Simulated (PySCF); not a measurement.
# SiW+: from the state search to spectroscopic constants

An exercise on one series of results from a longer session: the logs are not shown, and one member is left open.

Method: Si def2-TZVPPD, W def2-TZVPPD with ECP60, scalar-relativistic core potentials; program: PySCF 2.14.0.

1 further run of the same task is left out (it didn't finish).

The first run:

Settings of the job:

```yaml
atoms: Si, W
charge: 1
basis: Si def2-TZVPPD, W def2-TZVPPD with ECP60
Hamiltonian: scalar-relativistic core potentials
basis_functions: 107
electrons_treated: 27
masses_in_u: 27.9769, 183.9509
levels: PBE0, PBE, r²SCAN, B2PLYP, PBEsol, BP86, revPBE, TPSSh, ωB97M-V, HF, MP2, SCS-MP2, CCSD, CCSD(T)
grid: 80 radial by 434 angular points
occupations: held fixed by the projection of orbital angular momentum
dissociation_limit: Si + W+, each in its ground configuration
starting_distance_in_angstrom: 2.500
values_of_2S_to_try: 1, 3, 5, 7, 9
```

Run with:

```
$ OMP_NUM_THREADS=2 python dia.py task.json out
```

Among the steps run: Input; PBE0 along the bond; Other states along the same grid; PBE (GGA); r²SCAN (meta-GGA); B2PLYP (double hybrid); PBEsol; BP86 (GGA); revPBE (GGA); TPSSh; ωB97M-V (range-separated hybrid); ROHF; MP2 and coupled cluster.

One of the session's tables, all rows but one given; the rest of the session is left out.

```
       level  Re (Å)  ωe (cm⁻¹)  De (eV)
        ROHF   2.473        306     1.36
    ROHF-MP2       ?          ?        ?
ROHF-SCS-MP2   2.363        440     3.28
   ROHF-CCSD   2.422        380     3.31
ROHF-CCSD(T)   2.426        380     3.62
         PBE   2.445        360     4.24
      PBEsol   2.429        368     4.50
      revPBE   2.453        355     4.05
        BP86   2.447        358     4.28
      r²SCAN   2.428        369     3.71
       TPSSh   2.439        366     3.83
        PBE0   2.422        375     3.70
     ωB97M-V   2.416        385     3.62
      B2PLYP   2.424        385     3.72
```

Estimate the missing values for ROHF-MP2.

**Answer.** Re (Å): 2.357; ωe (cm⁻¹): 463; De (eV): 3.61. In the column «Re (Å)» it is the lowest.

De is counted to Si + W+ in their ground configurations. A positive dipole points from Si to W; in an ion it is taken about the centre of mass and does not tell which atom is negative.

Time per point (s) on 2 threads of Arm Neoverse V2, shared host (CPU time, shared integrals of 0.63 s apart; correlated levels include their reference; CCSD comes with the CCSD(T) run); the times are rough: ROHF 1.7, ROHF-MP2 3.4, ROHF-SCS-MP2 3.4, ROHF-CCSD(T) 180, PBE 3, PBEsol 1.5, revPBE 1.9, BP86 1.9, r²SCAN 4.8, TPSSh 4.5, PBE0 4.4, ωB97M-V 11, B2PLYP 4.2.

Limits of these values: Lowest PBE0 solution found, without spin–orbit coupling: ⁶Σ⁺ (sextet), unpaired electrons σ ↑, π ↑↑, δ ↑↑. The state is the lowest single determinant that the PBE0 search found; with open d or f shells the true ground state can be another one. T1 is 0.040 near the minimum (highest on the curve 0.064), which may point to more than one leading configuration. With spin–orbit coupling the term label itself may not hold.
